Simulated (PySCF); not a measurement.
# CH4AlClO (SMILES C[O][AlH][Cl]): levels of theory compared

Aim: a comparison of 5 runs (HF/STO-3G, HF/def2-SVP, B3LYP/6-31G*, PBE0/def2-SVP, MP2/3-21G) of CH4AlClO. Input form: a Python script.

Program for the calculation: PySCF 2.14.0.

**1. Starting point**

CH4AlClO: 8 atoms, total charge 0, spin state singlet. SMILES: `C[O][AlH][Cl]`. Geometry: relaxed at PBE0-D4/def2-TZVP. This is one conformer, not always the lowest.

Bond lengths: C1–O2 1.400 Å, O2–Al3 1.672 Å, Al3–Cl4 2.097 Å, C1–H5 1.094 Å, C1–H6 1.096 Å, C1–H7 1.094 Å, Al3–H8 1.563 Å. Angles: C1–O2–Al3 136.5°, O2–Al3–Cl4 118.9°, O2–C1–H5 109.9°, O2–C1–H6 112.3°, O2–C1–H7 109.8°, O2–Al3–H8 119.8°, Cl4–Al3–H8 121.3°, H5–C1–H6 108.3°, H5–C1–H7 108.0°, H6–C1–H7 108.3°.

**2. Energy and gradient at HF/STO-3G (run 1)**

File run.py:

```python
# C[O][AlH][Cl]
from pyscf import gto, scf

mol = gto.Mole()
mol.atom = '''
C        0.132200       1.250600       0.263000
O        0.645300       0.052000      -0.246000
Al       0.103400      -1.519700      -0.426600
Cl      -1.829000      -2.007800       0.224400
H        0.118400       2.012400      -0.522500
H       -0.886500       1.136200       0.650000
H        0.770200       1.612600       1.075000
H        1.038000      -2.593300      -1.072900
'''
mol.verbose = 4
mol.max_memory = 1860
mol.basis = 'sto-3g'
mol.build()

hf = scf.RHF(mol)
hf.conv_tol = 1e-10
hf.kernel()
if not hf.converged:
    hf = hf.newton().run(hf.mo_coeff, hf.mo_occ)

etot = hf.e_tot
print('E(%s) = %.9f' % ('HF', etot))
grad = hf.nuc_grad_method().kernel()
dip = hf.dip_moment()
pop, q = hf.mulliken_pop()
```

The run is started by

```
$ OMP_NUM_THREADS=1 python run.py
```

The program printed:

```text
PySCF version 2.14.0

[... 62 lines left out ...]
converged SCF energy = -807.298232845702
[... 12 lines left out ...]
Dipole moment(X, Y, Z, Debye):  2.04572,  0.72484, -0.63621
[... 2 lines left out ...]
pop of  0 C 2s            1.17379
pop of  0 C 2px           0.99691
pop of  0 C 2py           0.88525
pop of  0 C 2pz           1.00514
pop of  1 O 1s            1.99743
pop of  1 O 2s            1.78644
pop of  1 O 2px           1.73721
pop of  1 O 2py           1.20324
pop of  1 O 2pz           1.76409
pop of  2 Al 1s           1.99943
pop of  2 Al 2s           1.98123
pop of  2 Al 3s           0.86857
pop of  2 Al 2px          1.93658
pop of  2 Al 2py          1.94303
pop of  2 Al 2pz          1.93403
pop of  2 Al 3px          0.42517
pop of  2 Al 3py          0.48734
pop of  2 Al 3pz          0.30355
pop of  3 Cl 1s           1.99998
pop of  3 Cl 2s           1.99902
pop of  3 Cl 3s           1.98674
pop of  3 Cl 2px          1.99369
pop of  3 Cl 2py          1.99912
pop of  3 Cl 2pz          1.99865
pop of  3 Cl 3px          1.65771
pop of  3 Cl 3py          1.95547
pop of  3 Cl 3pz          1.92309
pop of  4 H 1s            0.94431
pop of  5 H 1s            0.95038
pop of  6 H 1s            0.94419
pop of  7 H 1s            1.22691
 ** Mulliken atomic charges  **
charge of    0C =     -0.05338
charge of    1O =     -0.48841
charge of    2Al =      1.12106
charge of    3Cl =     -0.51346
charge of    4H =      0.05569
charge of    5H =      0.04962
charge of    6H =      0.05581
charge of    7H =     -0.22691
```

It took 2.7 s on 1 thread of Intel Xeon at 2.70GHz, shared host; peak memory 0.12 GiB.

**3. Energy and gradient at HF/def2-SVP (run 2)**

File run.py:

```python
from pyscf import gto, scf

mol = gto.M(
    atom='''
C      0.132200     1.250600     0.263000
O      0.645300     0.052000    -0.246000
Al     0.103400    -1.519700    -0.426600
Cl    -1.829000    -2.007800     0.224400
H      0.118400     2.012400    -0.522500
H     -0.886500     1.136200     0.650000
H      0.770200     1.612600     1.075000
H      1.038000    -2.593300    -1.072900
''',
    spin=0,
    basis='def2-svp',
    max_memory=1860,
    verbose=4,
)

hf = scf.RHF(mol)
hf.conv_tol = 1e-10
hf.kernel()
if not hf.converged:
    hf = hf.newton().run(hf.mo_coeff, hf.mo_occ)

e_final = hf.e_tot
print(f'total energy: {e_final:.8f} hartree')
grad = hf.nuc_grad_method().kernel()
hf.analyze()
```

The run is started by

```
$ OMP_NUM_THREADS=1 python run.py
```

The program printed:

```text
PySCF version 2.14.0

[... 77 lines left out ...]
Nuclear Repulsion Energy =             196.040773439393746
[... 9 lines left out ...]
MO #4   energy= -11.285303050501   occ= 2
[... 7 lines left out ...]
MO #12  energy= -3.23724632758961  occ= 2
[... 7 lines left out ...]
MO #20  energy= -0.484957418594974 occ= 2
[... 7 lines left out ...]
MO #28  energy= 0.196128007265737  occ= 0
[... 7 lines left out ...]
MO #36  energy= 0.534090083387578  occ= 0
[... 7 lines left out ...]
MO #44  energy= 0.830880012940594  occ= 0
[... 7 lines left out ...]
MO #52  energy= 1.07007230447379   occ= 0
[... 7 lines left out ...]
MO #60  energy= 1.46502401588419   occ= 0
[... 7 lines left out ...]
MO #68  energy= 2.00374606281617   occ= 0
[... 7 lines left out ...]
MO #76  energy= 2.65490111668691   occ= 0
[... 7 lines left out ...]
MO #84  energy= 3.76180692014651   occ= 0
[... 56 lines left out ...]
pop of  3 Cl 3py          1.90630
pop of  3 Cl 3pz          1.88015
pop of  3 Cl 4px          0.00032
pop of  3 Cl 4py          0.00062
pop of  3 Cl 4pz          0.00048
pop of  3 Cl 3dxy         0.00235
pop of  3 Cl 3dyz         0.00041
pop of  3 Cl 3dz^2        0.00146
pop of  3 Cl 3dxz         0.00317
pop of  3 Cl 3dx2-y2      0.00438
pop of  4 H 1s            0.90897
pop of  4 H 2s            0.00891
pop of  4 H 2px           0.00007
pop of  4 H 2py           0.00098
pop of  4 H 2pz           0.00112
pop of  5 H 1s            0.92126
pop of  5 H 2s            0.00865
pop of  5 H 2px           0.00179
pop of  5 H 2py           0.00014
pop of  5 H 2pz           0.00033
pop of  6 H 1s            0.90883
pop of  6 H 2s            0.00892
pop of  6 H 2px           0.00081
pop of  6 H 2py           0.00030
pop of  6 H 2pz           0.00105
pop of  7 H 1s            1.17402
pop of  7 H 2s            0.00160
pop of  7 H 2px           0.00152
pop of  7 H 2py           0.00191
pop of  7 H 2pz           0.00073
 ** Mulliken atomic charges  **
charge of    0C =      0.02700
charge of    1O =     -0.70211
charge of    2Al =      0.98154
charge of    3Cl =     -0.35452
charge of    4H =      0.07995
charge of    5H =      0.06783
charge of    6H =      0.08008
charge of    7H =     -0.17978
Dipole moment(X, Y, Z, Debye):  0.38388,  1.00099,  0.09943
```

It took 5.4 s on 1 thread of Intel Xeon at 2.70GHz, shared host; peak memory 0.17 GiB.

**4. Energy and gradient at B3LYP/6-31G(d) (spherical functions) (run 3)**

File calc.py:

```python
import pyscf.grad
from pyscf import gto, dft

mol = gto.M(
    atom='''
C        0.132200       1.250600       0.263000
O        0.645300       0.052000      -0.246000
Al       0.103400      -1.519700      -0.426600
Cl      -1.829000      -2.007800       0.224400
H        0.118400       2.012400      -0.522500
H       -0.886500       1.136200       0.650000
H        0.770200       1.612600       1.075000
H        1.038000      -2.593300      -1.072900
''',
    spin=0,
    max_memory=1860,
    verbose=4,
    basis='6-31g*',
)

myscf = dft.RKS(mol, xc='b3lyp')
myscf.grids.level = 5
myscf.conv_tol = 1e-10
myscf.kernel()
if not myscf.converged:
    myscf = myscf.newton().run(myscf.mo_coeff, myscf.mo_occ)

e_final = myscf.e_tot
print(f'total energy: {e_final:.8f} hartree')
grad = myscf.Gradients().kernel()
myscf.analyze()
```

The run is started by

```
$ OMP_NUM_THREADS=1 python calc.py
```

The program printed:

```text
PySCF version 2.14.0

[... 93 lines left out ...]
Total Energy =                        -818.466152860972556
[... 8 lines left out ...]
MO #2   energy= -56.0693109822939  occ= 2
[... 6 lines left out ...]
MO #9   energy= -4.16618584663644  occ= 2
[... 6 lines left out ...]
MO #16  energy= -0.493091630521122 occ= 2
[... 6 lines left out ...]
MO #23  energy= -0.301925108188062 occ= 2
[... 6 lines left out ...]
MO #30  energy= 0.16045269231462   occ= 0
[... 6 lines left out ...]
MO #37  energy= 0.371844457921762  occ= 0
[... 6 lines left out ...]
MO #44  energy= 0.568537622123244  occ= 0
[... 6 lines left out ...]
MO #51  energy= 0.877223635806574  occ= 0
[... 6 lines left out ...]
MO #58  energy= 1.07371800736425   occ= 0
[... 6 lines left out ...]
MO #65  energy= 1.84001824246603   occ= 0
[... 6 lines left out ...]
MO #72  energy= 2.79020027074267   occ= 0
[... 44 lines left out ...]
pop of  2 Al 3dyz         0.00851
pop of  2 Al 3dz^2        0.00292
pop of  2 Al 3dxz         0.00635
pop of  2 Al 3dx2-y2      0.00924
pop of  3 Cl 1s           2.00000
pop of  3 Cl 2s           1.99985
pop of  3 Cl 3s           1.83331
pop of  3 Cl 4s           0.00236
pop of  3 Cl 2px          1.99993
pop of  3 Cl 2py          1.99995
pop of  3 Cl 2pz          1.99995
pop of  3 Cl 3px          1.71413
pop of  3 Cl 3py          1.90065
pop of  3 Cl 3pz          1.86734
pop of  3 Cl 4px          0.00189
pop of  3 Cl 4py          0.00100
pop of  3 Cl 4pz          0.00083
pop of  3 Cl 3dxy         0.00179
pop of  3 Cl 3dyz         0.00030
pop of  3 Cl 3dz^2        0.00111
pop of  3 Cl 3dxz         0.00239
pop of  3 Cl 3dx2-y2      0.00343
pop of  4 H 1s            0.88819
pop of  4 H 2s            0.00802
pop of  5 H 1s            0.89770
pop of  5 H 2s            0.00785
pop of  6 H 1s            0.88808
pop of  6 H 2s            0.00802
pop of  7 H 1s            1.12368
pop of  7 H 2s            0.00169
 ** Mulliken atomic charges  **
charge of    0C =     -0.07409
charge of    1O =     -0.59308
charge of    2Al =      0.82061
charge of    3Cl =     -0.33020
charge of    4H =      0.10380
charge of    5H =      0.09445
charge of    6H =      0.10390
charge of    7H =     -0.12538
Dipole moment(X, Y, Z, Debye):  0.64737,  1.16519,  0.03534
```

Wall time 27 s (1 thread of Intel Xeon at 2.70GHz, shared host); peak memory 0.71 GiB.

Run 4 isn't shown in full; the table further down has it.

**5. Energy and forces at MP2/3-21G (run 5)**

File job.py:

```python
from pyscf import gto, mp

mol = gto.M(
    atom='''
C        0.132200       1.250600       0.263000
O        0.645300       0.052000      -0.246000
Al       0.103400      -1.519700      -0.426600
Cl      -1.829000      -2.007800       0.224400
H        0.118400       2.012400      -0.522500
H       -0.886500       1.136200       0.650000
H        0.770200       1.612600       1.075000
H        1.038000      -2.593300      -1.072900
''',
    max_memory=1860,
    verbose=4,
    basis='3-21g',
    spin=0,
)

hf = mol.RHF()
hf.conv_tol = 1e-10
hf.kernel()
if not hf.converged:
    hf = hf.newton().run(hf.mo_coeff, hf.mo_occ)

pt = mp.MP2(hf, frozen=12).run()
energy = pt.e_tot
print('E(%s) = %.9f' % ('MP2', energy))
grad = pt.nuc_grad_method().kernel()
hf.analyze()
```

The run is started by

```
$ OMP_NUM_THREADS=1 python job.py
```

The program printed:

```text
PySCF version 2.14.0

[... 84 lines left out ...]
Two-electron Energy =                  506.567886972102031
[... 7 lines left out ...]
MO #4   energy= -11.2277861108462  occ= 2
[... 5 lines left out ...]
MO #10  energy= -3.23155941555242  occ= 2
[... 5 lines left out ...]
MO #16  energy= -0.663630508350582 occ= 2
[... 5 lines left out ...]
MO #22  energy= -0.454376640762995 occ= 2
[... 5 lines left out ...]
MO #28  energy= 0.219997117022599  occ= 0
[... 5 lines left out ...]
MO #34  energy= 0.393140954074539  occ= 0
[... 5 lines left out ...]
MO #40  energy= 0.948641083687821  occ= 0
[... 5 lines left out ...]
MO #46  energy= 1.313618816246     occ= 0
[... 5 lines left out ...]
MO #52  energy= 3.30909334017871   occ= 0
[... 24 lines left out ...]
pop of  2 Al 2px          1.99966
pop of  2 Al 2py          1.99978
pop of  2 Al 2pz          1.99987
pop of  2 Al 3px          0.47061
pop of  2 Al 3py          0.49522
pop of  2 Al 3pz          0.31339
pop of  2 Al 4px          0.01897
pop of  2 Al 4py          0.01169
pop of  2 Al 4pz          0.00397
pop of  3 Cl 1s           1.99999
pop of  3 Cl 2s           1.99970
pop of  3 Cl 3s           1.83160
pop of  3 Cl 4s           0.00408
pop of  3 Cl 2px          1.99991
pop of  3 Cl 2py          1.99993
pop of  3 Cl 2pz          1.99994
pop of  3 Cl 3px          1.73020
pop of  3 Cl 3py          1.91628
pop of  3 Cl 3pz          1.89048
pop of  3 Cl 4px          0.00099
pop of  3 Cl 4py          0.00158
pop of  3 Cl 4pz          0.00161
pop of  4 H 1s            0.90086
pop of  4 H 2s            0.01006
pop of  5 H 1s            0.91466
pop of  5 H 2s            0.00934
pop of  6 H 1s            0.90068
pop of  6 H 2s            0.01007
pop of  7 H 1s            1.13783
pop of  7 H 2s            0.00170
 ** Mulliken atomic charges  **
charge of    0C =     -0.00769
charge of    1O =     -0.63442
charge of    2Al =      0.90360
charge of    3Cl =     -0.37628
charge of    4H =      0.08908
charge of    5H =      0.07600
charge of    6H =      0.08924
charge of    7H =     -0.13953
Dipole moment(X, Y, Z, Debye):  1.24921,  1.38678, -0.14956
```

Wall time 2.8 s (1 thread of Intel Xeon at 2.70GHz, shared host); peak memory 0.19 GiB.

**6. The series**

```tsv
run	level	integration grid	frozen core orbitals	energy (Eh)	dipole moment (D) of the reference	HOMO energy (eV)	LUMO energy (eV)	wall time
1	HF/STO-3G	–	–	-807.298233	2.26	-8.95	8.52	2.7 s
2	HF/def2-SVP	–	–	-816.283867	1.08	-12.25	2.24	5.4 s
3	B3LYP/6-31G* (spherical functions)	5	–	-818.466153	1.33	-8.07	-0.85	27 s
4	PBE0/def2-SVP	5	–	-817.764496	1.11	-8.36	-0.56	25 s
5	MP2/3-21G	–	12	-812.709821	1.87	-12.05	1.89	2.8 s
```

**7. Results**

```
                                           quantity          value
                                run 5: total energy  -812.70982 Eh
        run 5: dipole moment (Hartree–Fock density)         1.87 D
         run 5: HOMO energy (Hartree–Fock orbitals)      -12.05 eV
         run 5: LUMO energy (Hartree–Fock orbitals)        1.89 eV
       run 5: HOMO–LUMO gap (Hartree–Fock orbitals)       13.93 eV
run 5: correlation energy (12 core orbitals frozen)     -284.1 mEh
                    run 5: largest force on an atom     2.047 eV/Å
```

What this shows: Over runs 1, 2, 3, 4 the dipole moment (its size) runs from 1.08 D (HF/def2-SVP) to 2.26 D (HF/STO-3G). Over runs 1, 2, 3, 4 the HOMO–LUMO gap runs from 7.23 eV (B3LYP/6-31G*) to 17.47 eV (HF/STO-3G). The two ends differ in method and basis. Totals of different functionals can't be ranked against each other. In run 1 the basis is minimal, so the values are rough. All runs together took 63 s, the longest 27 s.
